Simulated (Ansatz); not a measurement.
# CoO: the cost of one run

Computed with Ansatz 0.2.0 (DFT PBEsol, scalar-relativistic, plane waves, PAW, unless a step's input says otherwise).

2 further runs of the same task are left out: 2 set aside as unsound or not needed.

**1. Starting point**

Symmetry: Fm-3m, No. 225, cubic system. The conventional cell has a = 4.167 Å, b = 4.167 Å, c = 4.167 Å, α = 90.00°, β = 90.00°, γ = 90.00°. Co (site symmetry m-3m) has 6 O at 2.08 Å as nearest neighbours. Around O (site symmetry m-3m) lie 6 Co at 2.08 Å.

Structure file:

```cif
data_structure
_symmetry_space_group_name_H-M 'P 1'
_symmetry_Int_Tables_number 1
_cell_length_a 2.9466
_cell_length_b 2.9466
_cell_length_c 2.9466
_cell_angle_alpha 119.992
_cell_angle_beta 119.992
_cell_angle_gamma 90.015
_cell_volume 18.09
loop_
_atom_site_label
_atom_site_type_symbol
_atom_site_fract_x
_atom_site_fract_y
_atom_site_fract_z
_atom_site_occupancy
Co1 Co 0.00000 0.00000 0.00000 1
O1 O 0.50000 0.50000 0.00000 1
```

It is the result of an earlier relaxation at this level (volume 9.05 Å³/atom; gap on the mesh: none (metal), site moments up to 2.3 μB).

**2. Electronic structure at the relaxed geometry**

input.yaml reads:

```yaml
crystal:
  lattice:
    - [-1.4734932756, 1.4734932756, 2.0833044769]
    - [1.4734932756, -1.4734932756, 2.0833044769]
    - [1.4734932756, 1.4734932756, -2.0833044769]
  atoms:
    - { symbol: Co, position: [0.0, 0.0, 0.0], spin: 2.57 }
    - { symbol: O, position: [0.5, 0.5, 0.0], spin: 0.32 }
basis:
  ecutwfc: 420
kpoints:
  mp_grid: { grid: [20, 20, 20] }
  band_path:
    path:
      - [[0.0, 0.0, 0.0], [0.0, 0.0, 0.5], [0.25, 0.25, 0.25], [0.0, 0.5, 0.0], [0.0, 0.0, 0.0], [0.5, 0.5, -0.5], [0.37506357, 0.62493643, -0.37506357]]
      - [[-0.37506357, 0.37506357, 0.37506357], [0.0, 0.0, 0.0]]
      - [[0.0, 0.0, 0.5], [-0.25012715, 0.25012715, 0.5]]
      - [[0.5, 0.5, -0.25012715], [0.5, 0.5, -0.5]]
    npoints: 14
hamiltonian:
  xc: pbesol
scf:
  occupations: { method: gaussian, width: 0.1 }
  n_extra_bands: 6
output:
  forces: true
  stress: true
  eigenvalues: true
  populations: true
  dos: { projected: true, de: 0.02, nscf_kmesh: { grid: [30, 30, 30] } }
  bader: true
magnetization:
  spin_polarized: true
checkpoint:
  read: start.run
  write: ck
  compress: false
  write_wavefunctions: false
  write_every: 100000
```

The run is started by

```sh
> ansatz run input.yaml --threads 1 --pin off --max-ram 2560MiB --backend cpu --events-out ev --progress --plain --runs-dir out
```

**Question.** How long does this run take on 1 thread of AMD EPYC 7R43 (Zen 3), shared host, and how much memory does it need?

About 80 s, with a peak of 0.82 GiB.
